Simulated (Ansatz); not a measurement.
Consider a test of scalar relativity of BrZn (the Python package of Ansatz (0.2.0)).

Script `run_x2c.py`:
```python
"""Scalar relativity in BrZn."""

import logging
import sys

import ansatz as az
import numpy as np

logging.basicConfig(stream=sys.stdout, format="[%(levelname)s] %(message)s")
logger = logging.getLogger("brzn")
logger.setLevel(logging.INFO)


def main() -> None:
    geometry_ang = [
        ("Zn", (1.0623, -0.4033, 0.5291)),
        ("Br", (-1.0328, 0.3431, -0.525)),
    ]
    mol = az.Crystal.molecule()
    for symbol, xyz in geometry_ang:
        mol = mol.atom(symbol, xyz)

    model = (
        mol.calculation()
        .functional("pbe0")
        .spin("collinear", total=1)  # two spin channels
        .scf(lower_state_search="standard")
        .forces()
    )
    # a set contracted for a scalar-relativistic Hamiltonian goes with the relativistic run
    sets = {"none": "cc-pVTZ", "scalar": "cc-pVTZ-DK"}
    found = {kind: model.basis(gaussian=basis).pseudopotentials(relativity=kind).run().report for kind, basis in sets.items()}
    for kind, each in found.items():
        dipole = 4.803205 * np.linalg.norm(each["charge_distribution"]["dipole_moment_e_ang"])
        logger.info(f"{kind:7s} E = {each['free_energy_ev']:.4f} eV  dipole {dipole:.3f} D  largest force {np.abs(each['forces_ev_ang']).max():.4f} eV/A")
    logger.info(f"relativity lowers the total energy by {found['none']['free_energy_ev'] - found['scalar']['free_energy_ev']:.3f} eV")


if __name__ == "__main__":
    main()
```

What does scalar relativity change in the total energy and in the dipole?

The total moves by -1321.7 eV, nearly all in the cores, and the dipole from 3.38 to 3.27 D.

The run itself:

```console
$ python run_x2c.py
[INFO] none    E = -118454.2552 eV  dipole 3.384 D  largest force 0.9673 eV/A
[INFO] scalar  E = -119775.9685 eV  dipole 3.272 D  largest force 0.9919 eV/A
[INFO] relativity lowers the total energy by 1321.713 eV
```

Reading the output:
- The settings weren't tested for convergence.
- The geometry is a force-field or estimated start, not a minimum of this method. The basis set changes with the Hamiltonian (a set recontracted for scalar relativity), and most of the change in the total lies in the cores.
- The species is open-shell (spin multiplicity 2).
- The spin state was assumed, and another may lie lower.
- It ran for 14 s on 1 thread of Intel(R) Xeon(R) 6975P-C (Granite Rapids), with other jobs on the host, peak memory 0.36 GiB.

(Lines on the test bed's own set-up are left out of the output.)
